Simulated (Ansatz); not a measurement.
# CH₉AlSi₃: up Jacob's ladder to CCSD(T)

One table from this session's results is given with a row withheld; the runs are named, their logs left out.

Program: Ansatz 0.2.0, Gaussian basis. Level of theory: functionals in def2-TZVPP, the program's frozen cores in correlated methods. These are calculated values, not measurements.

Levels to be run: PBE-D4, r2SCAN-D4, PBE0-D4, B3LYP-D4, ωB97X-V, ωB97M-V, B2PLYP; CCSD(T)/def2-TZVPP; MP2/def2-QZVPP; extrapolation to the limit.

### The geometry

The geometry comes from an earlier relaxation with PBE0-D4 in a triple-zeta def2 set; it is a stationary point, not always the lowest conformer.

SMILES `[SiH3]C[SiH]1[AlH][SiH2]1`, 14 atoms, charge 0, spin multiplicity 1.

Atoms are counted from 1 here; the program's logs count them from 0.

Bond lengths: Si1–C2 1.874 Å, Si1–H6 1.487 Å, Si1–H7 1.489 Å, Si1–H8 1.487 Å, C2–Si3 1.879 Å, C2–H9 1.094 Å, C2–H10 1.095 Å, Si3–Al4 2.403 Å, Si3–Si5 2.326 Å, Si3–H11 1.505 Å, Al4–Si5 2.417 Å, Al4–H12 1.588 Å, Si5–H13 1.491 Å, Si5–H14 1.500 Å. Angles: C2–Si1–H6 109.9°, C2–Si1–H7 111.2°, C2–Si1–H8 110.0°, H6–Si1–H7 108.5°, H6–Si1–H8 108.7°, H7–Si1–H8 108.5°, Si1–C2–Si3 112.0°, Si1–C2–H9 109.4°, Si1–C2–H10 110.0°, Si3–C2–H9 109.0°, Si3–C2–H10 108.8°, H9–C2–H10 107.6°, C2–Si3–Al4 146.7°, C2–Si3–Si5 129.8°, C2–Si3–H11 110.4°, Al4–Si3–Si5 61.5°, Al4–Si3–H11 94.5°, Si5–Si3–H11 101.8° and more.

Set-up of the first run:

in.yaml

```yaml
crystal:
  periodic: [false, false, false]
  atoms:
    - {symbol: Si, position_ang: [-0.683266, -1.275458, 1.933670]}
    - {symbol: C, position_ang: [0.842484, -0.481073, 1.190328]}
    - {symbol: Si, position_ang: [0.595460, -0.039596, -0.619752]}
    - {symbol: Al, position_ang: [1.273127, 1.351104, -2.458125]}
    - {symbol: Si, position_ang: [-0.991342, 1.341616, -1.612957]}
    - {symbol: H, position_ang: [-1.821993, -0.320632, 1.893978]}
    - {symbol: H, position_ang: [-0.447456, -1.671186, 3.349999]}
    - {symbol: H, position_ang: [-1.052959, -2.490350, 1.159826]}
    - {symbol: H, position_ang: [1.087696, 0.426887, 1.748759]}
    - {symbol: H, position_ang: [1.696415, -1.161257, 1.273374]}
    - {symbol: H, position_ang: [0.481907, -1.287581, -1.452921]}
    - {symbol: H, position_ang: [2.360090, 1.890951, -3.481902]}
    - {symbol: H, position_ang: [-2.394629, 1.035943, -2.012496]}
    - {symbol: H, position_ang: [-0.958733, 2.651430, -0.882878]}
basis:
  gaussian: {orbitals: def2-TZVPP}
hamiltonian: {xc: pbe, dispersion: d4}
output: {forces: true, orbitals: {seedname: orbitals}}
```

The run is started by

```sh
$ ansatz run in.yaml --threads 4 --pin off --events-out ev --progress --plain --max-ram 10444MiB
```

Among the steps run: PBE-D4 (GGA); r2SCAN-D4 (meta-GGA); PBE0-D4 (hybrid); B3LYP-D4 (hybrid); ωB97X-V (range-separated); ωB97M-V (range-separated); B2PLYP (double hybrid); CCSD(T) in def2-TZVPP; MP2 in def2-QZVPP.

One table of the session follows, with a row left open; its other results are not shown here.

It belongs to the step «Atomisation energies». 

| method | atomisation energy (kJ/mol) |
| --- | --- |
| PBE-D4 | 4200.8 |
| r2SCAN-D4 | 4230.4 |
| PBE0-D4 | 4189.5 |
| B3LYP-D4 | 4190.8 |
| ωB97X-V | 4246.1 |
| ωB97M-V | 4206.4 |
| B2PLYP | ? |
| HF/def2-TZVPP | 3151.6 |
| MP2/def2-TZVPP | 4085.4 |
| CCSD/def2-TZVPP | 4052.1 |
| CCSD(T)/def2-TZVPP | 4104.0 |
| MP2/CBS | 4194.3 |
| CCSD(T)/CBS | 4212.9 |

**Question.** Estimate the row for B2PLYP.

The run gave: atomisation energy (kJ/mol): 4129.5. In the column «atomisation energy (kJ/mol)» it lies between CCSD(T)/def2-TZVPP (4104.0) and PBE0-D4 (4189.5).
